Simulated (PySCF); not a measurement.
The system is O2ZnH2, in a box.

```
CELL_PARAMETERS angstrom
12.00000 0.00000 0.00000
0.00000 10.00000 0.00000
0.00000 0.00000 13.00000
ATOMIC_POSITIONS crystal
O 0.44651 0.46508 0.37652
Zn 0.50962 0.47419 0.49900
O 0.57549 0.46694 0.62030
H 0.37639 0.51041 0.37072
H 0.62577 0.53912 0.63451
```

Program: PySCF 2.14.0. Alike in all runs: task atomic charges; potentials or basis def2-svp (all-electron); no spin polarisation; cell as given; k mesh 1 × 1 × 1; smearing fixed.

Question: Order these runs on this cell by their band gap on the k mesh, lowest first.
A. level HSE06+D3(BJ); three-body dispersion term no; exxdiv ewald
B. level HLE16
C. level RPBE
D. level rSCAN+D4; three-body dispersion term yes

Answer: C (4.43 eV), D (5.24 eV), B (5.42 eV), A (6.31 eV).

Caveats: this is a molecule in a periodic box at the Γ point, so its band gap is the HOMO-LUMO gap; the basis of atomic orbitals isn't converged, which shifts pressures, moduli and gaps; this program's HSE differs a little from the usual definition (some runs).

Runs at the PBE level aren't shown here.
